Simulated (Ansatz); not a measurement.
# GaH5N2S: how energies converge with the basis set

An exercise on one series of results from a longer session: the logs are not shown, and one member is left open.

Program: Ansatz 0.2.0, Gaussian basis. Level of theory: one geometry, several basis sets. These are calculated values, not measurements.

The runs, in order: PBE0-D4/def2-SVP; ωB97M-V/def2-SVP; PBE0-D4/def2-QZVPP; ωB97M-V/def2-QZVPP; the functionals' def2-TZVPP values are taken from earlier runs.

### Structure used throughout

An earlier PBE0-D4 in a triple-zeta def2 set relaxation fixed the geometry.

SMILES `[NH2][Ga]([NH2])[SH]`, 9 atoms, charge 0, spin multiplicity 1.

Atoms are counted from 1 here; the program's logs count them from 0.

Bond lengths: N1–Ga2 1.818 Å, N1–H5 1.006 Å, N1–H6 1.007 Å, Ga2–N3 1.815 Å, Ga2–S4 2.204 Å, N3–H7 1.006 Å, N3–H8 1.006 Å, S4–H9 1.343 Å. Angles: Ga2–N1–H5 121.0°, Ga2–N1–H6 121.1°, H5–N1–H6 111.0°, N1–Ga2–N3 121.2°, N1–Ga2–S4 120.6°, N3–Ga2–S4 117.9°, Ga2–N3–H7 121.2°, Ga2–N3–H8 122.0°, H7–N3–H8 111.4°, Ga2–S4–H9 93.8°.

Set-up of the first run:

File in.yaml:

```yaml
crystal:
  periodic: [false, false, false]
  atoms:
    - {symbol: N, position_ang: [0.347236, 0.587677, -1.456444]}
    - {symbol: Ga, position_ang: [-0.149335, -0.015659, 0.185087]}
    - {symbol: N, position_ang: [0.588321, -1.512786, 0.898198]}
    - {symbol: S, position_ang: [-1.810345, 0.937580, 1.276752]}
    - {symbol: H, position_ang: [0.098709, 1.512019, -1.765503]}
    - {symbol: H, position_ang: [1.204483, 0.281318, -1.885800]}
    - {symbol: H, position_ang: [0.396107, -1.788331, 1.846075]}
    - {symbol: H, position_ang: [1.472514, -1.874080, 0.583304]}
    - {symbol: H, position_ang: [-2.059090, 1.825861, 0.301132]}
basis:
  gaussian: {orbitals: def2-SVP}
hamiltonian: {xc: pbe0, dispersion: d4}
output: {orbitals: {seedname: orbitals}}
```

Launch:

```bash
> ansatz run in.yaml --threads 4 --pin off --events-out ev --progress --plain --max-ram 10444MiB
```

Steps of the session up to this table: PBE0-D4 in def2-SVP; ωB97M-V in def2-SVP; PBE0-D4 in def2-QZVPP; ωB97M-V in def2-QZVPP.

One table of the session follows, with a row left open; its other results are not shown here.

It belongs to the step «Density functionals: the series». 

```
functional       basis  HOMO (eV)  LUMO (eV)
   PBE0-D4    def2-SVP      -6.77       0.25
   PBE0-D4  def2-TZVPP      -7.07      -0.10
   PBE0-D4  def2-QZVPP      -7.14      -0.36
   ωB97M-V    def2-SVP          ?          ?
   ωB97M-V  def2-TZVPP      -9.38       1.49
   ωB97M-V  def2-QZVPP      -9.44       1.05
```

Estimate the missing values for ωB97M-V, def2-SVP.

As computed: HOMO (eV): -9.09; LUMO (eV): 1.95. In the column «HOMO (eV)» it lies between ωB97M-V, def2-TZVPP (-9.38) and PBE0-D4, def2-QZVPP (-7.14).
